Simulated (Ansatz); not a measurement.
CsLiCr2Te2S3:

```
CELL_PARAMETERS angstrom
3.31929 1.91639 6.87982
-3.31929 1.91639 6.87982
0.00000 -3.83279 6.87982
ATOMIC_POSITIONS crystal
Cs 0.00000 0.00000 0.00000
Li 0.50000 0.50000 0.50000
Cr 0.79848 0.79848 0.79848
Cr 0.20152 0.20152 0.20152
Te 0.67990 0.67990 0.67990
Te 0.32010 0.32010 0.32010
S 0.13626 0.86374 0.50000
S 0.50000 0.13626 0.86374
S 0.86374 0.50000 0.13626
```

The cell was built by a generator and needn't be a form met in nature.

| Quantity | Value |
| --- | --- |
| Program | Ansatz 0.2.0 |
| Task | relaxation of cell and atoms |
| Functional | LDA |
| Potentials or basis | Ansatz PAW |
| Cutoff | 420 eV (not typed: the program's choice for these potentials) |
| k mesh | 4 × 4 × 4 |
| Occupations | fermi-dirac, width 0.05 eV |
| Spin | collinear spin, ferromagnetic start |
| Starting moments | [0.0, 0.0, 3.0, 3.0, 0.0, 0.0, 0.0, 0.0, 0.0] μB |

At the start: volume 29.18 Å³/atom.

Question: Where does the relaxation end?

Answer: It ends after 9 steps and the volume is 24.93 Å³/atom (-14.5 %); space group R32 (No. 155, to 0.05 Å); moment 3.99 μB per cell.

Step by step:
```
step  energy change (eV)  largest force (eV/Å)  volume (Å³)
   1              0.0000                0.4889       262.58
   2             -0.3101                0.4722       242.32
   3             -0.4080                0.0843       224.05
   4             -0.4228                0.0328       224.22
   5             -0.4262                0.0105       224.33
   6             -0.4262                0.0038       224.74
   7             -0.4221                0.0040       224.74
   8             -0.4222                0.0015       224.39
   9             -0.4222                0.0015       224.39
```

Final structure:
```
CELL_PARAMETERS angstrom
3.23242 1.86623 6.19940
-3.23242 1.86623 6.19940
0.00000 -3.73247 6.19940
ATOMIC_POSITIONS crystal
Cs 0.00000 0.00000 0.00000
Li 0.50000 0.50000 0.50000
Cr 0.79476 0.79476 0.79476
Cr 0.20524 0.20524 0.20524
Te 0.66627 0.66627 0.66627
Te 0.33373 0.33373 0.33373
S 0.13027 0.86973 0.50000
S 0.50000 0.13027 0.86973
S 0.86973 0.50000 0.13027
```

Caveat: the plane-wave basis is chosen anew once the cell has moved, so the energies of steps on either side of that aren't comparable; only a ferromagnetic start was run, and an antiferromagnetic order may lie lower in energy; the PAW data sets come from PBE, with cores solved anew for the run's functional, which leaves a small shift of forces and pressure.
